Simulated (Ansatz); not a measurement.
# Ta3Ru2: the cost of one run

Computed with Ansatz 0.2.0 (DFT PBEsol, scalar-relativistic, plane waves, PAW, unless a step's input says otherwise).

## Step 1: The structure to begin with

Symmetry: P4/mmm, No. 123, tetragonal system. Conventional cell: a = 3.189 Å, b = 3.189 Å, c = 15.636 Å, α = 90.00°, β = 90.00°, γ = 90.00°. Ta (site symmetry 4mm) has 4 Ru at 2.78 Å and 10 Ta at 2.79 to 3.28 Å as nearest neighbours. Ta (site symmetry 4mm) is surrounded by 8 Ru at 2.71 to 2.72 Å and 6 Ta at 3.05 to 3.19 Å. Ta (site symmetry 4/mmm) has 8 Ru at 2.72 Å and 6 Ta at 3.05 to 3.19 Å as nearest neighbours. Ta (site symmetry 4/mmm) is surrounded by 12 Ta at 2.79 to 3.19 Å. Ru (site symmetry 4mm) has 8 Ta at 2.71 to 2.78 Å and 1 Ru at 3.03 Å as nearest neighbours. Ru (site symmetry 4mm) is surrounded by 8 Ta at 2.72 Å and 6 Ru at 3.03 to 3.19 Å.

As a file:

```
CELL_PARAMETERS angstrom
-3.18895 0.00000 0.00000
0.00000 -3.18895 0.00000
0.00000 0.00000 15.63590
ATOMIC_POSITIONS crystal
Ta 0.00000 0.00000 0.89521
Ta 0.00000 0.00000 0.10479
Ta 0.00000 0.00000 0.30475
Ta 0.00000 0.00000 0.50000
Ta 0.00000 0.00000 0.69525
Ta 0.50000 0.50000 0.00000
Ru 0.50000 0.50000 0.20877
Ru 0.50000 0.50000 0.40259
Ru 0.50000 0.50000 0.59741
Ru 0.50000 0.50000 0.79123
```

It goes back to an entry of the Materials Project, which need not be the stable form.

This cell was relaxed beforehand with the same method: volume 15.90 Å³/atom, gap on the mesh none (metal).

## Step 2: The undisturbed cell

File input.yaml:

```yaml
crystal:
  lattice:
    - [-3.1889496264, 0.0, 0.0]
    - [0.0, -3.1889496264, 0.0]
    - [0.0, 0.0, 15.6359032188]
  atoms:
    - { symbol: Ta, position: [1.0, 0.0, 0.8952061979] }
    - { symbol: Ta, position: [1.0, 0.0, 0.1047938021] }
    - { symbol: Ta, position: [1.0, 1.0, 0.304752422] }
    - { symbol: Ta, position: [1.0, 1.0, 0.5] }
    - { symbol: Ta, position: [1.0, 1.0, 0.695247578] }
    - { symbol: Ta, position: [0.5, 0.5, 0.0] }
    - { symbol: Ru, position: [0.5, 0.5, 0.2087687761] }
    - { symbol: Ru, position: [0.5, 0.5, 0.4025919502] }
    - { symbol: Ru, position: [0.5, 0.5, 0.5974080498] }
    - { symbol: Ru, position: [0.5, 0.5, 0.7912312239] }
basis:
  ecutwfc: 420
kpoints:
  mp_grid: { grid: [12, 12, 3] }
hamiltonian:
  xc: pbesol
scf:
  occupations: { method: gaussian, width: 0.15 }
output:
  forces: true
  stress: true
  eigenvalues: true
```

The run is started by

```
$ ansatz run input.yaml --threads 2 --pin off --max-ram 5120MiB --backend cpu --events-out ev --progress --plain --runs-dir out
```

What time and memory should one allow on 2 threads of Intel Xeon 6975P-C (Granite Rapids), shared host?

About 9.3 s, with a peak of 0.88 GiB.
